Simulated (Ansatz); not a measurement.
LaBiS2O:

```xyz
10
Lattice="4.0555 0.0000 0.0000 0.0000 4.0555 0.0000 0.0000 0.0000 14.1733" Properties=species:S:1:pos:R:3 pbc="T T T"
Bi    2.0277    0.0000    1.8741
Bi    0.0000    2.0277   12.2992
La    0.0000    2.0277    5.8430
La    2.0277    0.0000    8.3302
S     2.0277    0.0000    4.3909
S     0.0000    2.0277    9.7824
S     0.0000    2.0277    1.5588
S     2.0277    0.0000   12.6145
O     2.0277    2.0277    7.0866
O     0.0000    0.0000    7.0866
```

The cell is a database's computed one.

| Property | Result |
| --- | --- |
| Program | Ansatz 0.2.0 |
| Task | relaxation of cell and atoms |
| Functional | revPBE |
| Potentials or basis | Ansatz PAW |
| Cutoff | 420 eV (not typed: the program's choice for these potentials) |
| k mesh | 7 × 7 × 2 |
| Occupations | fermi-dirac, width 0.05 eV |
| Spin | no spin polarisation |

At the start: volume 23.31 Å³/atom.

Q: Where does the relaxation end?

A: It ends after 7 steps and the volume is 24.05 Å³/atom (+3.2 %); space group P4/nmm (No. 129, to 0.05 Å).

The path:
```csv
step,energy change (eV),largest force (eV/Å),volume (Å³)
1,0.0000,0.2020,233.11
2,-0.0322,0.0994,241.21
3,-0.0379,0.0149,240.07
4,-0.0382,0.0065,240.13
5,-0.0434,0.0066,240.13
6,-0.0435,0.0023,240.47
7,-0.0437,0.0023,240.47
```

Final structure:
```xyz
10
Lattice="4.0773 0.0000 0.0000 0.0000 4.0773 0.0000 0.0000 0.0000 14.4649" Properties=species:S:1:pos:R:3 pbc="T T T"
Bi    2.0387    0.0000    1.9423
Bi    0.0000    2.0387   12.5225
La    0.0000    2.0387    5.9765
La    2.0387    0.0000    8.4884
S     2.0387    0.0000    4.4685
S     0.0000    2.0387    9.9963
S     0.0000    2.0387    1.5579
S     2.0387    0.0000   12.9069
O     2.0387    2.0387    7.2324
O     0.0000    0.0000    7.2324
```

Caveat: the plane-wave basis is chosen anew once the cell has moved, so the energies of steps on either side of that aren't comparable; the PAW data sets come from PBE, with cores solved anew for the run's functional, which leaves a small shift of forces and pressure.
